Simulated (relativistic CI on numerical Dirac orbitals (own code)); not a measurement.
# Eu XXVII (Eu²⁶⁺): levels and lines

The task is the spectrum of Eu²⁶⁺: levels, purity of their labels, lifetimes and lines; further runs change one setting each.

Method: Dirac-Coulomb-Breit CI, KLI orbitals optimised for each configuration, model QED (radiative potential, 1s self-energy scaled to tabulated hydrogen-like ionisation energies). Code: relativistic CI on numerical Dirac orbitals (own code) version 4.

### 1 What is computed

```
ion                       : Eu²⁶⁺ (Eu XXVII)
nuclear charge            : 63
electrons                 : 37
isotope                   : A = 153
first configuration typed : [Kr] 4d
```

Outer shells as boxes (Hund's rule):

first configuration typed
```
[Kr] core
4d [↑ ][  ][  ][  ][  ]
```

### 2 Base run

Settings of the run:

```ini
atom Eu  Z=63  charge=26  electrons=37
nucleus A=153  rms_radius_fm=5.1115
hamiltonian dirac-coulomb  breit=on  qed=on  c_scale=1
orbitals kli  potential=per-configuration
slater_scale 1
correlation none
mixing on
configurations
  [Kr] 4d
  [Ar] 3d10 4s2 4p5 4d2
  [Kr] 4f
  [Ar] 3d10 4s 4p6 4d2
  [Ar] 3d10 4s2 4p5 4d 4f
  [Ar] 3d10 4s 4p6 4d 4f
  [Kr] 5s
  [Kr] 5p
  [Kr] 5d
  [Ar] 3d10 4p6 4d3
  [Ar] 3d10 4p5 4d4
  [Ar] 3d10 4p5 4d3 4f
  [Ar] 3d10 4s 4p6 4f2
  [Ar] 3d10 4s 4p5 4f3
  [Ar] 3d10 4p6 4f3
end
```

Launch:

```console
> python run_levels.py task.json out
```

The settings of every run stand in task.json; they run in order.

### 3 Without configuration mixing

The settings differ from step 2 so:

```diff
@@ -6,3 +6,3 @@
 correlation none
-mixing on
+mixing off
 configurations
```

### 4 The first 3 configurations alone

Settings of the run:

```ini
atom Eu  Z=63  charge=26  electrons=37
nucleus A=153  rms_radius_fm=5.1115
hamiltonian dirac-coulomb  breit=on  qed=on  c_scale=1
orbitals kli  potential=per-configuration
slater_scale 1
correlation none
mixing on
configurations
  [Kr] 4d
  [Ar] 3d10 4s2 4p5 4d2
  [Kr] 4f
end
```

(Steps that only read results are left out.)

**Question.** What will these runs give? Wanted: lowest level; first excitation; lowest level of the other parity; fastest E1 line; ionisation energy.

As calculated:

| run | time | mean size of shift, levels followed (cm⁻¹) | lowest level | ionisation energy (eV) |
| --- | --- | --- | --- | --- |
| main run | 1.8 s | 0 | 4d 2D3/2 | 878.35 |
| without configuration mixing | 1.7 s | 11048 | 4d 2D3/2 | - |
| the first 3 configurations alone | 0.15 s | 11315 | 4d 2D3/2 | - |

The tabulated theoretical ionisation energy (NIST) is 879 eV.

| quantity | value |
| --- | --- |
| lowest level | 4d 2D3/2 |
| first excitation | 4d 2D5/2, 60987 cm⁻¹ |
| lowest level of the other parity | 4p5 4d2 4D°1/2, 902146 cm⁻¹ |
| levels in the model | 2142 |
| fastest E1 line (by rate) to the lowest level among the lowest 200 of 2142 levels | 7.318 nm, from 4p5 4d2 2F°5/2 + 4f 2F° (ii) |
| ionisation energy | 878.35 eV |
| ionisation energy, tabulated theoretical (NIST) | 879 eV |

What this shows: 4d 2D3/2 comes out lowest; its LS label holds 99 % and its jj label 99 %; over the low levels the means are 59 and 88 %, so jj coupling describes them better. The ionisation energy agrees with the tabulated theoretical value within its uncertainty of 4 eV. Of the changes tried, the run «the first 3 configurations alone» moves the low levels most, by 11315 cm⁻¹ on average. Lifetimes count radiative decay inside the model alone.
